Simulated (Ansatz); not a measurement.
**C4H10FIn: vertical ionisation energy**

How much energy removes an electron from C4H10FIn at fixed geometry? The cation is run at each level and the neutral's energy taken from earlier runs.

The runs use Ansatz 0.2.0, Gaussian basis; unrestricted cation, the program's frozen cores in correlated methods.

The runs, in order: UKS PBE-D4/def2-TZVPP; UKS r2SCAN-D4/def2-TZVPP; UKS PBE0-D4/def2-TZVPP; UKS B3LYP-D4/def2-TZVPP; UKS wB97X-V/def2-TZVPP; UKS wB97M-V/def2-TZVPP; UKS B2PLYP/def2-TZVPP; UHF-CCSD(T)/def2-TZVPP; UHF-MP2/def2-QZVPP; extrapolation to the limit; then −ε(HOMO) from the neutral's earlier runs with LDA (SPW92), PBE-D4, revPBE-D4, BLYP-D4, r2SCAN-D4, B97M-V, PBE0-D4, B3LYP-D4, r2SCANh-D4, r2SCAN0-D4, HSE06-D4, BHLYP-D4, CAM-B3LYP-D4, LC-ωPBE, ωB97X-V, ωB97M-V.

### 1 The geometry

An earlier PBE0-D4 in a triple-zeta def2 set relaxation fixed the geometry. In takes the def2 core potential; no spin-orbit term is included.

SMILES `C[CH2][In]([F])[CH2]C`, 16 atoms, charge 0, spin multiplicity 1.

Atoms are counted from 1 here; the program's logs count them from 0.

Bond lengths: C1–C2 1.523 Å, C1–H7 1.091 Å, C1–H8 1.095 Å, C1–H9 1.093 Å, C2–In3 2.148 Å, C2–H10 1.093 Å, C2–H11 1.095 Å, In3–F4 1.989 Å, In3–C5 2.149 Å, C5–C6 1.523 Å, C5–H12 1.093 Å, C5–H13 1.095 Å, C6–H14 1.091 Å, C6–H15 1.092 Å, C6–H16 1.095 Å. Angles: C2–C1–H7 111.7°, C2–C1–H8 111.1°, C2–C1–H9 111.8°, H7–C1–H8 108.0°, H7–C1–H9 106.8°, H8–C1–H9 107.2°, C1–C2–In3 112.5°, C1–C2–H10 111.9°, C1–C2–H11 111.0°, In3–C2–H10 108.9°, In3–C2–H11 105.8°, H10–C2–H11 106.3°, C2–In3–F4 105.7°, C2–In3–C5 148.4°, F4–In3–C5 105.9°, In3–C5–C6 112.6°, In3–C5–H12 108.7°, In3–C5–H13 105.9° and more.

As a file:

```xyz
16
C4H10FIn
C     2.0070   -2.2391    0.2926
C     0.5857   -2.1083   -0.2384
In   -0.2316   -0.1456    0.0713
F     0.7382    0.6008    1.6397
C    -1.6427    1.3630   -0.5195
C    -1.2456    2.7545   -0.0457
H     2.0760   -1.9353    1.3385
H     2.3626   -3.2718    0.2162
H     2.7075   -1.6133   -0.2658
H     0.5231   -2.3541   -1.3013
H    -0.0909   -2.7972    0.2775
H    -1.7659    1.3216   -1.6046
H    -2.6031    1.0602   -0.0902
H    -1.0687    2.7792    1.0307
H    -0.3258    3.0984   -0.5243
H    -2.0259    3.4868   -0.2769
```

### 2 Cation, UKS PBE-D4/def2-TZVPP

in.yaml reads:

```yaml
crystal:
  periodic: [false, false, false]
  atoms:
    - {symbol: C, position_ang: [2.007040, -2.239070, 0.292574]}
    - {symbol: C, position_ang: [0.585736, -2.108251, -0.238392]}
    - {symbol: In, position_ang: [-0.231591, -0.145606, 0.071324]}
    - {symbol: F, position_ang: [0.738171, 0.600847, 1.639702]}
    - {symbol: C, position_ang: [-1.642738, 1.363009, -0.519478]}
    - {symbol: C, position_ang: [-1.245560, 2.754512, -0.045686]}
    - {symbol: H, position_ang: [2.076029, -1.935319, 1.338549]}
    - {symbol: H, position_ang: [2.362587, -3.271771, 0.216206]}
    - {symbol: H, position_ang: [2.707532, -1.613336, -0.265780]}
    - {symbol: H, position_ang: [0.523066, -2.354131, -1.301253]}
    - {symbol: H, position_ang: [-0.090868, -2.797195, 0.277522]}
    - {symbol: H, position_ang: [-1.765858, 1.321649, -1.604551]}
    - {symbol: H, position_ang: [-2.603149, 1.060232, -0.090209]}
    - {symbol: H, position_ang: [-1.068658, 2.779247, 1.030678]}
    - {symbol: H, position_ang: [-0.325832, 3.098370, -0.524271]}
    - {symbol: H, position_ang: [-2.025898, 3.486813, -0.276925]}
basis:
  gaussian: {orbitals: def2-TZVPP}
total_charge: 1
magnetization: {spin_polarized: true, initial_magnetization: 1}
hamiltonian: {xc: pbe, dispersion: d4}
```

Command:

```
ansatz run in.yaml --threads 2 --pin off --events-out ev --progress --plain --max-ram 32768MiB --backend cuda --devices 0, --max-vram 18GiB
```

After this run come: Cation, UKS r2SCAN-D4/def2-TZVPP; Cation, UKS PBE0-D4/def2-TZVPP; Cation, UKS B3LYP-D4/def2-TZVPP; Cation, UKS wB97X-V/def2-TZVPP; Cation, UKS wB97M-V/def2-TZVPP; Cation, UKS B2PLYP (frozen core)/def2-TZVPP; Cation, UHF-CCSD(T)/def2-TZVPP; Cation, UHF-MP2/def2-QZVPP.

Q: Predict the results of all the runs planned. Wanted: ionisation energy, CCSD(T)/CBS; nearest functional by difference; nearest −ε(HOMO); −ε(HOMO) of PBE; T1 of the cation.

**Answer**, as computed:

```
                        quantity               value
  ionisation energy, CCSD(T)/CBS             9.24 eV
nearest functional by difference  ωB97M-V (-0.11 eV)
                nearest −ε(HOMO)  ωB97M-V (-0.04 eV)
                 −ε(HOMO) of PBE             5.97 eV
                T1 of the cation               0.021
```

In words: By cation minus neutral, the functionals miss by 0.63 eV at most. The PBE orbital energy is 3.3 eV too small: a semilocal HOMO is no ionisation energy. Among orbital estimates ωB97M-V comes nearest. Hartree-Fock falls 1.03 eV short, as the neutral has more correlation energy than the cation. Correlated methods include outer-core shells of In, which these sets cover unevenly. With outer-core shells in play the reference is unsure by up to some tenths of an eV, so close misses can't be ranked.
